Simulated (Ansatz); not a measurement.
# C₂H₆ClHfIO₂: ionisation energy by level of theory

The task here is to estimate one member of a computed series from the others.

The runs use Ansatz 0.2.0, Gaussian basis; unrestricted cation, the program's frozen cores in correlated methods.

Plan: UKS PBE-D4/def2-TZVPP; UKS r2SCAN-D4/def2-TZVPP; UKS PBE0-D4/def2-TZVPP; UKS B3LYP-D4/def2-TZVPP; UKS wB97X-V/def2-TZVPP; UKS wB97M-V/def2-TZVPP; UKS B2PLYP/def2-TZVPP; UHF-MP2/def2-TZVPP; UHF-MP2/def2-QZVPP; then −ε(HOMO) from the neutral's earlier runs with LDA (SPW92), PBE-D4, revPBE-D4, BLYP-D4, r2SCAN-D4, B97M-V, PBE0-D4, B3LYP-D4, r2SCANh-D4, r2SCAN0-D4, HSE06-D4, BHLYP-D4, CAM-B3LYP-D4, LC-ωPBE, ωB97X-V, ωB97M-V.

2 further runs of the same task are left out: 1 for a known fault of the program, 1 that didn't finish.

## The geometry

All runs share one geometry, relaxed beforehand with PBE0-D4 in a triple-zeta def2 set. Hf, I take the def2 core potential; no spin-orbit term is included.

SMILES `C[O][Hf]([Cl])([I])[O]C`, 13 atoms, charge 0, spin multiplicity 1.

Atoms are counted from 1 here; the program's logs count them from 0.

Bond lengths: C1–O2 1.392 Å, C1–H8 1.094 Å, C1–H9 1.094 Å, C1–H10 1.094 Å, O2–Hf3 1.888 Å, Hf3–Cl4 2.360 Å, Hf3–I5 2.740 Å, Hf3–O6 1.888 Å, O6–C7 1.392 Å, C7–H11 1.094 Å, C7–H12 1.094 Å, C7–H13 1.094 Å. Angles: O2–C1–H8 110.5°, O2–C1–H9 110.0°, O2–C1–H10 110.1°, H8–C1–H9 108.8°, H8–C1–H10 108.8°, H9–C1–H10 108.7°, C1–O2–Hf3 174.8°, O2–Hf3–Cl4 108.9°, O2–Hf3–I5 108.5°, O2–Hf3–O6 109.9°, Cl4–Hf3–I5 112.2°, Cl4–Hf3–O6 108.9°, I5–Hf3–O6 108.5°, Hf3–O6–C7 174.8°, O6–C7–H11 109.9°, O6–C7–H12 110.5°, O6–C7–H13 110.1°, H11–C7–H12 108.8° and more.

The first run:

in.yaml reads:

```yaml
crystal:
  periodic: [false, false, false]
  atoms:
    - {symbol: C, position_ang: [0.032895, -2.343345, 1.342765]}
    - {symbol: O, position_ang: [-0.574177, -1.266477, 0.702366]}
    - {symbol: Hf, position_ang: [-1.240018, 0.252479, -0.199521]}
    - {symbol: Cl, position_ang: [-2.496787, -0.459019, -2.066352]}
    - {symbol: I, position_ang: [-2.743074, 1.720943, 1.559437]}
    - {symbol: O, position_ang: [0.194507, 1.321957, -0.801363]}
    - {symbol: C, position_ang: [1.330406, 2.025784, -1.192337]}
    - {symbol: H, position_ang: [1.121807, -2.272154, 1.264443]}
    - {symbol: H, position_ang: [-0.243640, -2.352648, 2.400876]}
    - {symbol: H, position_ang: [-0.292174, -3.282721, 0.886716]}
    - {symbol: H, position_ang: [1.271484, 3.057569, -0.834415]}
    - {symbol: H, position_ang: [2.230672, 1.561095, -0.779371]}
    - {symbol: H, position_ang: [1.408110, 2.036547, -2.283243]}
basis:
  gaussian: {orbitals: def2-TZVPP}
total_charge: 1
magnetization: {spin_polarized: true, initial_magnetization: 1}
hamiltonian: {xc: pbe, dispersion: d4}
```

Started as:

```
ansatz run in.yaml --threads 2 --pin off --events-out ev --progress --plain --max-ram 20480MiB --backend cuda --devices 0, --max-vram 18GiB
```

Steps of the session up to this table: Cation, UKS PBE-D4/def2-TZVPP; Cation, UKS r2SCAN-D4/def2-TZVPP; Cation, UKS PBE0-D4/def2-TZVPP; Cation, UKS B3LYP-D4/def2-TZVPP; Cation, UKS wB97X-V/def2-TZVPP; Cation, UKS wB97M-V/def2-TZVPP; Cation, UKS B2PLYP (frozen core)/def2-TZVPP; Cation, UHF-MP2/def2-TZVPP; Cation, UHF-MP2/def2-QZVPP.

One of the session's tables, all rows but one given; the rest of the session is left out.

It belongs to the step «Ionisation energies side by side». For comparison, −ε(HOMO) of the neutral from earlier runs:

```
  functional  −ε(HOMO) (eV)
 LDA (SPW92)           6.53
      PBE-D4           6.37
   revPBE-D4           6.32
     BLYP-D4           6.18
   r2SCAN-D4           6.69
      B97M-V           6.69
     PBE0-D4           7.53
    B3LYP-D4           7.27
  r2SCANh-D4           7.11
  r2SCAN0-D4           7.75
    HSE06-D4           7.14
    BHLYP-D4              ?
CAM-B3LYP-D4           8.75
     LC-ωPBE          10.09
     ωB97X-V           9.76
     ωB97M-V           9.64
```

Estimate the missing values for BHLYP-D4.

Worked estimate for «−ε(HOMO) (eV)». Against the share of exact exchange, BLYP-D4 (0, 6.18), B3LYP-D4 (0.2, 7.27) give a slope of 5.45 per unit share; at 0.5 the line stands at 8.90.

As computed: −ε(HOMO) (eV): 8.50. In «−ε(HOMO) (eV)» the line misses by +0.40.
